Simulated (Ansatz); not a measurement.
# WCl2F2: the cost of one run

Computed with Ansatz 0.2.0 (DFT PBE, scalar-relativistic, plane waves, PAW, unless a step's input says otherwise).

1 further run of the same task is left out (set aside as unsound or not needed).

### Step 1. The structure to begin with

The structure is tetragonal, space group I4/mmm (No. 139). Conventional cell: a = 3.716 Å, b = 3.716 Å, c = 11.925 Å, α = 90.00°, β = 90.00°, γ = 90.00°. Around W (site symmetry 4/mmm) lie 2 Cl at 1.65 Å. Around Cl (site symmetry 4mm) lie 1 W at 1.65 Å. Around F (site symmetry 4mm) lie 5 Cl at 2.50 to 2.63 Å.

As a file:

```xyz
5
Lattice="-1.8578 1.8578 5.9623 1.8578 -1.8578 5.9623 1.8578 1.8578 -5.9623" Properties=species:S:1:pos:R:3 pbc="T T T"
W     0.0000    0.0000    0.0000
Cl    0.0000    0.0000    1.6475
Cl    0.0000    0.0000   10.2771
F     0.0000    0.0000    4.1449
F     0.0000    0.0000    7.7797
```

The cell is invented: species swapped into a database cell of Sc2BC2 (I4/mmm, No. 139), with F on the Sc sites, W on the B sites and Cl on the C sites. Lengths come from tabulated atomic sizes and are only a guess.

### Step 2. A first look at the guess

File input.yaml:

```yaml
crystal:
  lattice:
    - [-1.85777079, 1.85777079, 5.9623051]
    - [1.85777079, -1.85777079, 5.9623051]
    - [1.85777079, 1.85777079, -5.9623051]
  atoms:
    - { symbol: W, position: [0.0, 0.0, 0.0] }
    - { symbol: Cl, position: [0.13816001, 0.13816001, 0.0] }
    - { symbol: Cl, position: [0.86183999, 0.86183999, 0.0] }
    - { symbol: F, position: [0.34759, 0.34759, 0.0] }
    - { symbol: F, position: [0.65241, 0.65241, 0.0] }
basis:
  ecutwfc: 420
kpoints:
  mp_grid: { grid: [6, 6, 6] }
hamiltonian:
  xc: pbe
scf:
  occupations: { method: gaussian, width: 0.1 }
  lower_state_search: "off"
output:
  forces: true
  stress: true
  eigenvalues: true
```

Command:

```console
> ansatz run input.yaml --threads 1 --pin off --max-ram 2560MiB --backend cpu --events-out ev --progress --plain --runs-dir out
```

**Question.** How long does this run take on 1 thread of Intel Xeon at 2.70GHz, shared host, and how much memory does it need?

About 6.5 s, with a peak of 0.39 GiB.
